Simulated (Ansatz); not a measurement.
# CH5N2Na: the cost of one run

Program: Ansatz 0.2.0. Level of theory: RKS B3LYP/def2-SVP. These are calculated values, not measurements.

## 1. The structure to begin with

Bond lengths: N1–C2 1.474 Å, C2–N3 1.474 Å, C2–Na4 2.561 Å, N1–H5 1.013 Å, N1–H6 1.014 Å, C2–H7 1.104 Å, N3–H8 1.014 Å, N3–H9 1.013 Å. Angles: N1–C2–N3 105.6°, N1–C2–Na4 118.0°, N1–C2–H7 103.9°, N3–C2–Na4 118.0°, N3–C2–H7 103.9°, Na4–C2–H7 105.7°, C2–N1–H5 110.4°, C2–N1–H6 111.3°, H5–N1–H6 108.8°, C2–N3–H8 111.2°, C2–N3–H9 110.3°, H8–N3–H9 108.8°.

As a file:

```xyz
9

N     0.3653    1.2527   -0.2487
C     0.1253   -0.2004   -0.2967
N     0.3785   -0.6882    1.0704
Na   -1.9748   -1.0331   -1.5026
H     0.4123    1.6335   -1.1860
H    -0.3688    1.7303    0.2620
H     0.9777   -0.5901   -0.8795
H    -0.3611   -0.4058    1.7041
H     0.4456   -1.6987    1.0770
```

## 2. Relaxing end A

File input.yaml:

```yaml
crystal:
  periodic: [false, false, false]
  atoms:
    - { symbol: "N", position_ang: [0.3653, 1.25266, -0.24872] }
    - { symbol: C, position_ang: [0.1253, -0.2004, -0.29672] }
    - { symbol: "N", position_ang: [0.3785, -0.68822, 1.07045] }
    - { symbol: Na, position_ang: [-1.97483, -1.03311, -1.50257] }
    - { symbol: H, position_ang: [0.4123, 1.63349, -1.186] }
    - { symbol: H, position_ang: [-0.3688, 1.73031, 0.26195] }
    - { symbol: H, position_ang: [0.97773, -0.59013, -0.87953] }
    - { symbol: H, position_ang: [-0.3611, -0.40585, 1.70409] }
    - { symbol: H, position_ang: [0.4456, -1.69874, 1.07704] }
basis:
  gaussian: { orbitals: def2-SVP }
hamiltonian:
  xc: b3lyp
relax:
  f_tol: 0.015
  max_steps: 40
```

The run is started by

```sh
> ansatz run input.yaml --threads 1 --pin off --max-ram 2048MiB --backend cpu --events-out ev --progress --plain --runs-dir out
```

What time and memory should one allow on 1 thread of Intel Xeon Platinum 8488C (Sapphire Rapids), shared host?

About 21 s, with a peak of 0.18 GiB.
